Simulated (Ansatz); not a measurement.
# Si₂H₆O₃: up Jacob's ladder to CCSD(T)

How much do the methods differ for Si₂H₆O₃? The plan is to run it at one geometry with functionals of several rungs and with coupled cluster, and see how far each lands from CCSD(T) at the basis-set limit for the atomisation energy.

The runs use Ansatz 0.2.0, Gaussian basis; functionals in def2-TZVPP, the program's frozen cores in correlated methods.

Plan: LDA (SPW92), PBE-D4, revPBE-D4, BLYP-D4, r2SCAN-D4, B97M-V, PBE0-D4, B3LYP-D4, r2SCANh-D4, r2SCAN0-D4, HSE06-D4, BHLYP-D4, CAM-B3LYP-D4, LC-ωPBE, ωB97X-V, ωB97M-V, B2PLYP, PBE-QIDH; CCSD(T)/def2-SVP; CCSD(T)/def2-TZVPP; MP2/def2-QZVPP; extrapolation to the limit; RPA on PBE.

### Step 1. The relaxed structure

The geometry comes from an earlier relaxation with PBE0-D4 in a triple-zeta def2 set; it is a stationary point, not always the lowest conformer.

SMILES `O[SiH2][SiH](O)O`, 11 atoms, charge 0, spin multiplicity 1.

Atoms are counted from 1 here; the program's logs count them from 0.

Bond lengths: O1–Si2 1.653 Å, O1–H6 0.961 Å, Si2–Si3 2.354 Å, Si2–H7 1.486 Å, Si2–H8 1.494 Å, Si3–O4 1.647 Å, Si3–O5 1.658 Å, Si3–H9 1.485 Å, O4–H10 0.959 Å, O5–H11 0.959 Å. Angles: Si2–O1–H6 113.8°, O1–Si2–Si3 106.8°, O1–Si2–H7 108.9°, O1–Si2–H8 111.0°, Si3–Si2–H7 113.5°, Si3–Si2–H8 109.6°, H7–Si2–H8 107.2°, Si2–Si3–O4 114.5°, Si2–Si3–O5 98.7°, Si2–Si3–H9 117.8°, O4–Si3–O5 113.3°, O4–Si3–H9 103.0°, O5–Si3–H9 109.9°, Si3–O4–H10 117.4°, Si3–O5–H11 118.6°.

Geometry (Å):

| atom | x (Å) | y (Å) | z (Å) |
| --- | --- | --- | --- |
| O1 | -0.6687 | 1.9907 | 0.9672 |
| Si2 | 0.6193 | 1.3460 | 0.1560 |
| Si3 | 0.2418 | -0.9730 | 0.0153 |
| O4 | 0.5712 | -1.6315 | -1.4574 |
| O5 | -1.3722 | -0.9878 | 0.3949 |
| H6 | -1.4199 | 1.3956 | 1.0385 |
| H7 | 1.8690 | 1.7016 | 0.8781 |
| H8 | 0.7266 | 1.9195 | -1.2195 |
| H9 | 0.9890 | -1.8538 | 0.9491 |
| H10 | 0.3128 | -1.1308 | -2.2331 |
| H11 | -1.8036 | -1.8336 | 0.5316 |

### Step 2. LDA

This LDA is Slater exchange with PW92 correlation.

File in.yaml:

```yaml
crystal:
  periodic: [false, false, false]
  atoms:
    - {symbol: O, position_ang: [-0.668700, 1.990678, 0.967245]}
    - {symbol: Si, position_ang: [0.619336, 1.346036, 0.155956]}
    - {symbol: Si, position_ang: [0.241803, -0.972999, 0.015334]}
    - {symbol: O, position_ang: [0.571212, -1.631520, -1.457434]}
    - {symbol: O, position_ang: [-1.372183, -0.987788, 0.394878]}
    - {symbol: H, position_ang: [-1.419880, 1.395567, 1.038520]}
    - {symbol: H, position_ang: [1.869008, 1.701574, 0.878072]}
    - {symbol: H, position_ang: [0.726555, 1.919540, -1.219533]}
    - {symbol: H, position_ang: [0.989011, -1.853785, 0.949072]}
    - {symbol: H, position_ang: [0.312757, -1.130848, -2.233143]}
    - {symbol: H, position_ang: [-1.803621, -1.833555, 0.531633]}
basis:
  gaussian: {orbitals: def2-TZVPP}
hamiltonian: {xc: lda}
output: {orbitals: {seedname: orbitals}}
```

On the command line:

```
ansatz run in.yaml --threads 4 --pin off --events-out ev --progress --plain --max-ram 10444MiB
```

Further steps of the session: PBE-D4 (GGA); revPBE-D4 (GGA); BLYP-D4 (GGA); r2SCAN-D4 (meta-GGA); B97M-V (meta-GGA); B3LYP-D4 (hybrid); r2SCANh-D4 (hybrid); r2SCAN0-D4 (hybrid); HSE06-D4 (hybrid); BHLYP-D4 (hybrid); CAM-B3LYP-D4 (range-separated); LC-ωPBE (range-separated); ωB97X-V (range-separated); ωB97M-V (range-separated); B2PLYP (double hybrid); PBE-QIDH (double hybrid); CCSD(T) in def2-SVP; CCSD(T) in def2-TZVPP; MP2 in def2-QZVPP; RPA on PBE orbitals.

Q: Predict the results of all the runs planned. Wanted: atomisation energy, CCSD(T)/CBS; farthest beyond LDA; mean size of error, GGA; mean size of error, meta-GGA; mean size of error, hybrid; mean size of error, range-separated; mean size of error, double hybrid; gap, smallest and largest; T1 diagnostic.

The runs gave:

```
                               quantity                                      value
        atomisation energy, CCSD(T)/CBS                              4001.9 kJ/mol
 functionals within 20.0 kJ/mol (0.5 %)              PBE-D4, CAM-B3LYP-D4, ωB97X-V
                    farthest beyond LDA                   BHLYP-D4 (-172.1 kJ/mol)
                mean size of error, GGA                                56.6 kJ/mol
           mean size of error, meta-GGA                                29.9 kJ/mol
             mean size of error, hybrid                                95.0 kJ/mol
    mean size of error, range-separated                                28.8 kJ/mol
      mean size of error, double hybrid                                87.7 kJ/mol
              gap, smallest and largest  4.99 eV (LDA (SPW92)), 12.08 eV (LC-ωPBE)
                          T1 diagnostic                                     0.0124
triples share of the correlation energy                                      3.4 %
```

**Reading.** LDA overbinds by 530.9 kJ/mol (13 %). PBE-D4 misses by -9.5 kJ/mol. Double hybrids carry the basis error of their MP2 part in triple zeta, and no dispersion term here, so their miss is partly the set-up's. By mean error the best rung here is range-separated (28.8 kJ/mol) and the worst beyond LDA is hybrid (95.0 kJ/mol). double hybrid functionals lie within the reference's doubt of that worst mean (87.7 kJ/mol), so those two tie. The gap between the best rungs is small, so their order is not settled. The mean of the hybrids holds BHLYP, with half exact exchange. The reference freezes the cores and leaves out relativity and excitations past (T), so misses under about 20.0 kJ/mol can't be ranked. Hartree-Fock recovers 71 % of the binding; the rest is correlation. CCSD(T) in def2-SVP is off by -373.9 kJ/mol, more than most functionals: a good method in a small basis is no reference. The gap grows from 5.0 to 12.1 eV across the functionals, mostly with the share of exact exchange.
